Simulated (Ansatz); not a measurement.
TiRh, space group Pm-3m, an all-electron LAPW single point

With the Ansatz DFT code, driven from Python.

Notebook, run cell by cell (the value of a cell's last expression is shown):

```python
from collections import Counter
import warnings

import ansatz as az
import numpy as np
from pymatgen.core import Structure
```

```python
FUNCTIONAL = "PBEsol"
SMEARING_WIDTH = 0.15
EXTRA_BANDS = 8
```

```python
warnings.simplefilter("ignore", az.DeckWarning)
```

```python
system = (
    az.Lattice.of([3.115202, 0.0, 0.0], [0.0, 3.115202, 0.0], [0.0, 0.0, 3.115202])
    .atom("Ti", [0.5, 0.5, 0.5])
    .atom("Rh", [0.0, 0.0, 0.0])
)

job = (
    system.calculation()
    .functional(FUNCTIONAL)
    .occupations(az.OccupationsMethod.FERMI_DIRAC, width=SMEARING_WIDTH)
    .scf(extra_bands=EXTRA_BANDS, self_checks="high")
    .kpoints(7, center="gamma")
    .pseudopotentials("all_electron", lapw=True, basis_error=0.001)
    .stress()
)
planned = job.session().plan(threads=1)
facts = planned.describe()
print("plan:", facts["n_bands"], "bands,", len(facts["kpoints_frac"]), "k-points, plane waves", facts["n_pw_range"], "grid", facts["fft_dense"])
done = planned.execute()
data = done.report
```

    plan: 28 bands, 20 k-points, plane waves [257, 298] grid [18, 18, 18]

```python
data["published_state_doubts"]
```

    []

```python
done.lattice.cell_ang
```

    array([[3.115202, 0.      , 0.      ],
           [0.      , 3.115202, 0.      ],
           [0.      , 0.      , 3.115202]])

```python
energy = data["free_energy_ev"]
print("TiRh: {:.6f} eV = {:.6f} Ry = {:.6f} Ha".format(energy, energy / 13.605693, energy / 27.211386))
print("Fermi level {:.4f} eV, {} k-points, {} symmetry operations".format(data["fermi_energy_ev"], data["n_kpoints"], data["n_symmetry_ops"]))
```

    TiRh: -153332.263357 eV = -11269.713594 Ry = -5634.856797 Ha
    Fermi level 19.4171 eV, 20 k-points, 48 symmetry operations

```python
principal = np.linalg.eigvalsh(np.array(data["stress_gpa"]))
mises = np.sqrt(0.5 * sum((principal[i] - principal[i - 1]) ** 2 for i in range(3)))
print("principal stresses (GPa, compression positive):", np.round(principal, 3))
print(f"mean {principal.mean():.3f} GPa, von Mises {mises:.3f} GPa, PV = {principal.mean() * data['setup']['cell_volume_ang3'] / 160.21766:.4f} eV")
```

    principal stresses (GPa, compression positive): [-7.77 -7.77 -7.77]
    mean -7.770 GPa, von Mises 0.000 GPa, PV = -1.4661 eV

```python
final = Structure(done.lattice.cell_ang, [s.symbol for s in done.lattice.sites], [s.position_frac for s in done.lattice.sites])
for index, site in enumerate(final):
    near = final.get_neighbors(site, 4.5)
    edge = 1.15 * min(n.nn_distance for n in near)
    shell = Counter((round(n.nn_distance, 2), n.specie.symbol) for n in near if n.nn_distance < edge)
    print(f"{index:2d} {site.specie.symbol:2s}", ", ".join(f"{count} {symbol} at {d:.2f}" for (d, symbol), count in sorted(shell.items())))
```

     0 Ti 8 Rh at 2.70
     1 Rh 8 Ti at 2.70

```python
errors = data["lapw_basis_errors"]
print(f"estimated basis error {1000 * errors['total_ev_per_atom']:.3f} meV/atom, target {1000 * errors['basis_error_target_ev_per_atom']:.3f}")
for sphere in errors["spheres"]:
    print(f"  {sphere['species']:2s} muffin-tin radius {sphere['muffin_tin_radius_ang']:.3f} A, core shells {sphere['core_shells']}")
```

    estimated basis error 0.214 meV/atom, target 1.000
      Ti muffin-tin radius 1.322 A, core shells 3
      Rh muffin-tin radius 1.376 A, core shells 5

These settings explore the input space; cutoff and mesh may be short of convergence. The mesh is modest for a metal, so energies can be off by several to tens of meV an atom and pressures by half a GPa or more; differences at equal mesh fare better. Only differences from the Fermi energy are physical; the zero of the scale is a convention. A Fermi-Dirac width this large means warm electrons, whose thermal share enters the free energy. At these settings the cell as given stands under about -8 GPa, so it isn't at this functional's equilibrium volume. This cell is a computed structure, which may not be the phase found in nature. Wall time of the script: 5.5 s on 1 thread of Intel(R) Xeon(R) 6975P-C (Granite Rapids), on a shared host, peak memory 0.39 GiB.

(Lines on the test bed's own set-up are left out of the output.)
